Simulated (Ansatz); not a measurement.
# CH₄BFSSi: one species, many methods

How much do the methods differ for CH₄BFSSi? The plan is to run it at one geometry with functionals of several rungs and with coupled cluster, and see how far each lands from CCSD(T) at the basis-set limit for the atomisation energy.

Program: Ansatz 0.2.0, Gaussian basis. Level of theory: functionals in def2-TZVPP, the program's frozen cores in correlated methods. These are calculated values, not measurements.

Plan: PBE-D4, r2SCAN-D4, PBE0-D4, B3LYP-D4, ωB97X-V, ωB97M-V, B2PLYP; CCSD(T)/def2-TZVPP; MP2/def2-QZVPP; extrapolation to the limit.

**1. The geometry**

All runs share one geometry, relaxed beforehand with PBE0-D4 in a triple-zeta def2 set.

SMILES `FB1SC1[SiH3]`, 9 atoms, charge 0, spin multiplicity 1.

Atoms are counted from 1 here; the program's logs count them from 0.

Bond lengths: F1–B2 1.305 Å, B2–S3 1.746 Å, B2–C4 1.521 Å, S3–C4 1.921 Å, C4–Si5 1.867 Å, C4–H6 1.090 Å, Si5–H7 1.485 Å, Si5–H8 1.488 Å, Si5–H9 1.486 Å. Angles: F1–B2–S3 143.2°, F1–B2–C4 145.1°, S3–B2–C4 71.7°, B2–S3–C4 48.7°, B2–C4–S3 59.6°, B2–C4–Si5 123.5°, B2–C4–H6 117.7°, S3–C4–Si5 114.2°, S3–C4–H6 111.8°, Si5–C4–H6 115.7°, C4–Si5–H7 108.8°, C4–Si5–H8 109.3°, C4–Si5–H9 110.6°, H7–Si5–H8 109.8°, H7–Si5–H9 109.4°, H8–Si5–H9 109.0°.

As a file:

```xyz
9
CH4BFSSi
F     1.4507   -1.8288   -1.5822
B     1.2828   -0.9922   -0.5946
S     1.7088   -0.6926    1.0722
C     0.6307    0.3117   -0.1609
Si   -1.1650    0.4520    0.3318
H     1.1139    1.2433   -0.4564
H    -1.7009   -0.9102    0.5785
H    -1.9267    1.1009   -0.7697
H    -1.3057    1.2694    1.5643
```

**2. PBE-D4 (GGA)**

The input, in.yaml:

```yaml
crystal:
  periodic: [false, false, false]
  atoms:
    - {symbol: F, position_ang: [1.450717, -1.828831, -1.582224]}
    - {symbol: B, position_ang: [1.282798, -0.992176, -0.594594]}
    - {symbol: S, position_ang: [1.708779, -0.692572, 1.072230]}
    - {symbol: C, position_ang: [0.630719, 0.311665, -0.160878]}
    - {symbol: Si, position_ang: [-1.164986, 0.452032, 0.331758]}
    - {symbol: H, position_ang: [1.113900, 1.243325, -0.456352]}
    - {symbol: H, position_ang: [-1.700942, -0.910215, 0.578465]}
    - {symbol: H, position_ang: [-1.926715, 1.100926, -0.769714]}
    - {symbol: H, position_ang: [-1.305671, 1.269448, 1.564309]}
basis:
  gaussian: {orbitals: def2-TZVPP}
hamiltonian: {xc: pbe, dispersion: d4}
output: {forces: true, orbitals: {seedname: orbitals}}
```

On the command line:

```
$ ansatz run in.yaml --threads 4 --pin off --events-out ev --progress --plain --max-ram 10444MiB
```

After this run come: r2SCAN-D4 (meta-GGA); PBE0-D4 (hybrid); B3LYP-D4 (hybrid); ωB97X-V (range-separated); ωB97M-V (range-separated); B2PLYP (double hybrid); CCSD(T) in def2-TZVPP; MP2 in def2-QZVPP.

**Question.** What will the summary of the whole plan be? Wanted: atomisation energy, CCSD(T)/CBS; farthest; mean size of error, hybrid; mean size of error, range-separated; gap, smallest and largest; T1 diagnostic; triples share of the correlation energy.

**Answer**, as computed:

| quantity | value |
| --- | --- |
| atomisation energy, CCSD(T)/CBS | 790.3 kcal/mol |
| functionals within 4.0 kcal/mol (0.5 %) | B3LYP-D4 |
| farthest | PBE-D4 (+20.0 kcal/mol) |
| mean size of error, hybrid | 3.1 kcal/mol |
| mean size of error, range-separated | 6.6 kcal/mol |
| gap, smallest and largest | 4.64 eV (PBE-D4), 11.21 eV (ωB97X-V) |
| T1 diagnostic | 0.0141 |
| triples share of the correlation energy | 4.1 % |

In words: PBE-D4 misses by +20.0 kcal/mol. Double hybrids carry the basis error of their MP2 part in triple zeta, and no dispersion term here, so their miss is partly the set-up's. The reference freezes the cores and leaves out relativity and excitations past (T), so misses under about 4.0 kcal/mol can't be ranked. Hartree-Fock recovers 74 % of the binding; the rest is correlation. The gap grows from 4.6 to 11.2 eV across the functionals, mostly with the share of exact exchange.
